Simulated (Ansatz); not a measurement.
# KAgBr2: a single-point run

The task is a single-point run on KAgBr2. The structure is shown as the input types it. The cell is built on a prototype (ordering on rocksalt) and needn't be the phase found in nature.

Computed with Ansatz 0.2.0 (density functional or hybrid calculation with the settings of its input, plane waves (as first typed), unless a step's input says otherwise).

4 further runs of the same task are left out: 4 that didn't finish.

## (1) The system as given

It takes space group R-3m (No. 166, trigonal). Conventional cell: a = 4.371 Å, b = 4.371 Å, c = 21.208 Å, α = 90.00°, β = 90.00°, γ = 120.00°. K (site symmetry -3m) has 6 Br at 3.24 Å as nearest neighbours. Ag (site symmetry -3m) is surrounded by 6 Br at 2.94 Å. Around Br (site symmetry 3m) lie 3 Ag at 2.94 Å and 3 K at 3.24 Å.

Structure file:

```cif
data_structure
_symmetry_space_group_name_H-M 'R-3m:H'
_symmetry_Int_Tables_number 166
_cell_length_a 4.3712
_cell_length_b 4.3712
_cell_length_c 21.2080
_cell_angle_alpha 90.000
_cell_angle_beta 90.000
_cell_angle_gamma 120.000
_cell_volume 350.94
loop_
_atom_site_label
_atom_site_type_symbol
_atom_site_symmetry_multiplicity
_atom_site_Wyckoff_symbol
_atom_site_fract_x
_atom_site_fract_y
_atom_site_fract_z
_atom_site_occupancy
K1 K 3 a 0.00000 0.00000 0.00000 1
Ag1 Ag 3 b 0.33333 0.66667 0.16667 1
Br1 Br 6 c 0.00000 0.00000 0.23773 1
```

## (2) The run

Contents of input.yaml:

```yaml
crystal:
  lattice:
    - [2.1856115241, 1.2618634018, 7.0693491411]
    - [-2.1856115241, 1.2618634018, 7.0693491411]
    - [0.0, -2.5237268035, 7.0693491411]
  atoms:
    - { symbol: K, position: [1.0, 0.0, 0.0] }
    - { symbol: Ag, position: [0.5, 0.5, 0.5] }
    - { symbol: Br, position: [0.2377266228, 0.2377266228, 0.2377266228] }
    - { symbol: Br, position: [0.7622733772, 0.7622733772, 0.7622733772] }
kpoints:
  mp_grid: { grid: [4, 4, 4] }
hamiltonian:
  xc: hse06
scf:
  occupations: { method: fixed }
  n_extra_bands: 5
  max_iter: 94
output:
  forces: true
  stress: true
  eigenvalues: true
basis:
  ecutwfc: 80
```

Run with:

```console
$ ansatz run input.yaml --threads 4 --pin off --max-ram 3686MiB --backend cpu --events-out ev --progress --plain --runs-dir out
```

What happens when this is run?

The run converged and reported no error, with warnings (cutoff below recommended, metallic iterate, stress exchange threshold loose). Its log warns: «basis.ecutwfc = 80 eV is below the records' recommended 420 eV ...»

The suspect setting: basis.ecutwfc is 80. With so few plane waves the basis is incomplete by a wide margin. The potentials' recommended cutoff is 420 eV.

To check: delete basis.ecutwfc (the default then holds).
